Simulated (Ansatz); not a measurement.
# C2H3BrO: one species, many methods

Aim: compute C2H3BrO with functionals from several rungs and with coupled cluster, and see how far each lands from CCSD(T) at the basis-set limit for the atomisation energy.

Program: Ansatz 0.2.0, Gaussian basis. Level of theory: functionals in def2-TZVPP, the program's frozen cores in correlated methods. These are calculated values, not measurements.

Plan: LDA (SPW92), PBE-D4, revPBE-D4, BLYP-D4, r2SCAN-D4, B97M-V, PBE0-D4, B3LYP-D4, r2SCANh-D4, r2SCAN0-D4, HSE06-D4, BHLYP-D4, CAM-B3LYP-D4, LC-ωPBE, ωB97X-V, ωB97M-V, B2PLYP, PBE-QIDH; CCSD(T)/def2-SVP; CCSD(T)/def2-TZVPP; MP2/def2-QZVPP; extrapolation to the limit; RPA on PBE.

**1. The geometry**

All runs share one geometry, relaxed beforehand with PBE0-D4 in a triple-zeta def2 set.

SMILES `BrC1CO1`, 7 atoms, charge 0, spin multiplicity 1.

Atoms are counted from 1 here; the program's logs count them from 0.

Bond lengths: Br1–C2 1.922 Å, C2–C3 1.452 Å, C2–O4 1.381 Å, C2–H5 1.084 Å, C3–O4 1.431 Å, C3–H6 1.085 Å, C3–H7 1.086 Å. Angles: Br1–C2–C3 120.1°, Br1–C2–O4 117.3°, Br1–C2–H5 110.1°, C3–C2–O4 60.7°, C3–C2–H5 123.1°, O4–C2–H5 117.2°, C2–C3–O4 57.2°, C2–C3–H6 118.5°, C2–C3–H7 119.9°, O4–C3–H6 115.0°, O4–C3–H7 115.2°, H6–C3–H7 116.8°, C2–O4–C3 62.1°.

**2. LDA**

This LDA is Slater exchange with PW92 correlation.

in.yaml

```yaml
crystal:
  periodic: [false, false, false]
  atoms:
    - {symbol: Br, position_ang: [1.345694, -0.896659, -1.581266]}
    - {symbol: C, position_ang: [-0.150179, -0.459869, -0.456728]}
    - {symbol: C, position_ang: [0.018221, 0.455853, 0.656881]}
    - {symbol: O, position_ang: [-0.661116, 0.819762, -0.549422]}
    - {symbol: H, position_ang: [-0.860995, -1.278575, -0.448071]}
    - {symbol: H, position_ang: [0.985503, 0.927272, 0.798503]}
    - {symbol: H, position_ang: [-0.615727, 0.364216, 1.534302]}
basis:
  gaussian: {orbitals: def2-TZVPP}
hamiltonian: {xc: lda}
output: {orbitals: {seedname: orbitals}}
```

The runs that follow: PBE-D4 (GGA); revPBE-D4 (GGA); BLYP-D4 (GGA); r2SCAN-D4 (meta-GGA); B97M-V (meta-GGA); PBE0-D4 (hybrid); B3LYP-D4 (hybrid); r2SCANh-D4 (hybrid); r2SCAN0-D4 (hybrid); HSE06-D4 (hybrid); BHLYP-D4 (hybrid); CAM-B3LYP-D4 (range-separated); LC-ωPBE (range-separated); ωB97X-V (range-separated); ωB97M-V (range-separated); B2PLYP (double hybrid); PBE-QIDH (double hybrid); CCSD(T) in def2-SVP; CCSD(T) in def2-TZVPP; MP2 in def2-QZVPP; RPA on PBE orbitals.

**Question.** What will the summary of the whole plan be? Wanted: atomisation energy, CCSD(T)/CBS; farthest beyond LDA; mean size of error, GGA; mean size of error, meta-GGA; mean size of error, hybrid; mean size of error, range-separated; mean size of error, double hybrid; gap, smallest and largest; T1 diagnostic.

**Answer**, as computed:

| quantity | value |
| --- | --- |
| atomisation energy, CCSD(T)/CBS | 619.8 kcal/mol |
| functionals within 6.2 kcal/mol (1.0 %) | BLYP-D4, r2SCAN-D4, B97M-V, B3LYP-D4, r2SCANh-D4, CAM-B3LYP-D4, LC-ωPBE, ωB97X-V, ωB97M-V, PBE-QIDH |
| farthest beyond LDA | BHLYP-D4 (-31.4 kcal/mol) |
| mean size of error, GGA | 11.4 kcal/mol |
| mean size of error, meta-GGA | 3.0 kcal/mol |
| mean size of error, hybrid | 10.2 kcal/mol |
| mean size of error, range-separated | 1.1 kcal/mol |
| mean size of error, double hybrid | 4.6 kcal/mol |
| gap, smallest and largest | 5.59 eV (BLYP-D4), 13.15 eV (LC-ωPBE) |
| T1 diagnostic | 0.0101 |
| triples share of the correlation energy | 3.9 % |

**Reading.** LDA overbinds by 116.3 kcal/mol (19 %). PBE-D4 is off by +26.7 kcal/mol. Double hybrids carry the basis error of their MP2 part in triple zeta, and no dispersion term here, so their miss is partly the set-up's. The rungs range-separated, meta-GGA, double hybrid miss on average by less than the doubt on the reference (6.2 kcal/mol), so they tie. Misses under about 6.2 kcal/mol are within the doubt on the reference itself, which lacks core-valence correlation, relativity and higher excitations, and its outer-core shells are covered unevenly. All levels share the lack of spin-orbit coupling, which lowers the free heavy atoms and so the true binding. Hartree-Fock recovers 68 % of the binding; the rest is correlation. CCSD(T) in def2-SVP is off by -35.9 kcal/mol, so the small basis spoils what the method gains. Orbital gaps span 5.6 to 13.2 eV; exact exchange widens them. Correlated methods include outer-core shells of Br, which these sets cover unevenly.
